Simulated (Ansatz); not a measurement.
This script for Ansatz 0.2.0 through its Python package starts 3 runs on NbCd3, space group Pm-3m. What input does the engine get in each?

The script, `edit_nbcd3.py`:
```python
"""Editing single keys of the input for NbCd3."""

import ansatz as az

nbcd3 = (
    az.Lattice.of((4.215, 0.0, 0.0), (0.0, 4.215, 0.0), (0.0, 0.0, 4.215))
    .atom("Nb", (0.0, 0.0, 0.0))
    .atom("Cd", (0.0, 0.5, 0.5))
    .atom("Cd", (0.5, 0.0, 0.5))
    .atom("Cd", (0.5, 0.5, 0.0))
)

calculation = (
    nbcd3.calculation()
    .functional("PBE")
    .basis(420)
    .kpoints(5)
    .occupations(az.OccupationsMethod.FERMI_DIRAC, width=0.1)
    .band_table()
)
typed = calculation.input()
rows = []
for value in [1, 2, 3]:
    edited = typed.set(az.key.basis.xc_grid, value)
    r = az.Session.from_dict(edited).plan().execute().report
    rows.append((value, r["free_energy_ev"], r["n_iterations"], len(r["eigenvalues_ev"][0]) if "eigenvalues_ev" in r else 0))
lines = [",".join(["xc grid", "F eV", "iterations", "bands listed"])] + [",".join(f"{v:.4f}" if isinstance(v, float) else str(v) for v in row) for row in rows]
print("\n".join(lines))
with open("edit.csv", "w") as handle:
    handle.write("\n".join(lines) + "\n")
print(edited.to_yaml())
```

Run 1:
```yaml
crystal:
  lattice:
    - [4.215, 0.0, 0.0]
    - [0.0, 4.215, 0.0]
    - [0.0, 0.0, 4.215]
  atoms:
    - { symbol: Nb, position: [0.0, 0.0, 0.0] }
    - { symbol: Cd, position: [0.0, 0.5, 0.5] }
    - { symbol: Cd, position: [0.5, 0.0, 0.5] }
    - { symbol: Cd, position: [0.5, 0.5, 0.0] }
basis:
  ecutwfc: 420.0
  xc_grid: 1
kpoints:
  mp_grid:
    grid: [5, 5, 5]
hamiltonian:
  xc: pbe
scf:
  occupations:
    method: fermi_dirac
    width: 0.1
output:
  eigenvalues: true
```

Run 2, against run 1:
```diff
-  xc_grid: 1
+  xc_grid: 2
```

Run 3, against run 1:
```diff
-  xc_grid: 1
+  xc_grid: 3
```

```console
$ python edit_nbcd3.py
xc grid,F eV,iterations,bands listed
1,-29315.0106,6,44
2,-29315.0106,6,44
3,-29315.0106,6,44
crystal:
  lattice:
    - [4.215, 0.0, 0.0]
    - [0.0, 4.215, 0.0]
    - [0.0, 0.0, 4.215]
  atoms:
    - { symbol: Nb, position: [0.0, 0.0, 0.0] }
    - { symbol: Cd, position: [0.0, 0.5, 0.5] }
    - { symbol: Cd, position: [0.5, 0.0, 0.5] }
    - { symbol: Cd, position: [0.5, 0.5, 0.0] }
basis:
  ecutwfc: 420.0
  xc_grid: 3
kpoints:
  mp_grid:
    grid: [5, 5, 5]
hamiltonian:
  xc: pbe
scf:
  occupations:
    method: fermi_dirac
    width: 0.1
output:
  eigenvalues: true
```

What to keep in mind:
- Total energies depend on the potentials; only differences at equal settings carry meaning. A total without «per atom» is that of the cell as typed.
- Spin is left out of this run.
- For a metal this k-point mesh is coarse: on a finer one energies can move by several to tens of meV an atom and pressures by half a GPa or more, differences at one mesh by less.
- The starting cell is as deposited in a crystallographic database; the results hold for this polymorph, which needn't be the stable one.
- Wall time of the script: 4 s on 1 thread of AMD EPYC 7R43 64-Core Processor (Zen 3), with other jobs on the host, peak memory 0.43 GiB.

(Lines on the test bed's own set-up are left out of the output.)
